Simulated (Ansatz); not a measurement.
**C₃H₇BO: how energies converge with the basis set**

Aim: see how fast density functionals converge with the basis set for C₃H₇BO.

Program: Ansatz 0.2.0, Gaussian basis. Level of theory: one geometry, several basis sets. These are calculated values, not measurements.

The runs, in order: PBE0-D4/def2-SVP; ωB97M-V/def2-SVP; PBE0-D4/def2-QZVPP; ωB97M-V/def2-QZVPP; the functionals' def2-TZVPP values are taken from earlier runs.

## (1) The geometry

An earlier PBE0-D4 in a triple-zeta def2 set relaxation fixed the geometry.

SMILES `B/C=C/CO`, 12 atoms, charge 0, spin multiplicity 1.

Atoms are counted from 1 here; the program's logs count them from 0.

Bond lengths: B1–C2 1.530 Å, B1–H6 1.199 Å, B1–H7 1.197 Å, C2–C3 1.343 Å, C2–H8 1.090 Å, C3–C4 1.491 Å, C3–H9 1.090 Å, C4–O5 1.412 Å, C4–H10 1.098 Å, C4–H11 1.096 Å, O5–H12 0.961 Å. Angles: C2–B1–H6 118.8°, C2–B1–H7 121.9°, H6–B1–H7 119.3°, B1–C2–C3 120.9°, B1–C2–H8 121.8°, C3–C2–H8 117.3°, C2–C3–C4 125.7°, C2–C3–H9 119.4°, C4–C3–H9 114.9°, C3–C4–O5 112.3°, C3–C4–H10 110.3°, C3–C4–H11 109.1°, O5–C4–H10 111.9°, O5–C4–H11 105.6°, H10–C4–H11 107.3°, C4–O5–H12 108.2°.

## (2) PBE0-D4 in def2-SVP

File in.yaml:

```yaml
crystal:
  periodic: [false, false, false]
  atoms:
    - {symbol: B, position_ang: [-0.570680, 1.904608, 1.232816]}
    - {symbol: C, position_ang: [-0.246234, 1.022813, 0.025153]}
    - {symbol: C, position_ang: [0.248301, -0.214820, 0.189220]}
    - {symbol: C, position_ang: [0.635442, -1.148792, -0.906066]}
    - {symbol: O, position_ang: [0.156959, -2.458891, -0.686017]}
    - {symbol: H, position_ang: [-0.438908, 1.448699, 2.333446]}
    - {symbol: H, position_ang: [-0.950692, 3.032608, 1.108067]}
    - {symbol: H, position_ang: [-0.384619, 1.374385, -0.997738]}
    - {symbol: H, position_ang: [0.390295, -0.604350, 1.197071]}
    - {symbol: H, position_ang: [0.312659, -0.752318, -1.877569]}
    - {symbol: H, position_ang: [1.727382, -1.234289, -0.935432]}
    - {symbol: H, position_ang: [-0.802806, -2.424955, -0.648851]}
basis:
  gaussian: {orbitals: def2-SVP}
hamiltonian: {xc: pbe0, dispersion: d4}
output: {orbitals: {seedname: orbitals}}
```

Further steps of the session: ωB97M-V in def2-SVP; PBE0-D4 in def2-QZVPP; ωB97M-V in def2-QZVPP.

Q: Predict the results of all the runs planned. Wanted: PBE0-D4: double and triple zeta above quadruple; ωB97M-V: double and triple zeta above quadruple.

As calculated:

```
                                       quantity          value
PBE0-D4: double and triple zeta above quadruple  7.13, 0.34 eV
ωB97M-V: double and triple zeta above quadruple  7.45, 0.33 eV
```

**Reading.** For PBE0-D4 the step from double to triple zeta gains 6.78 eV and the next only 0.34 eV. Total energies overstate the basis error of differences, where much of it tends to cancel.
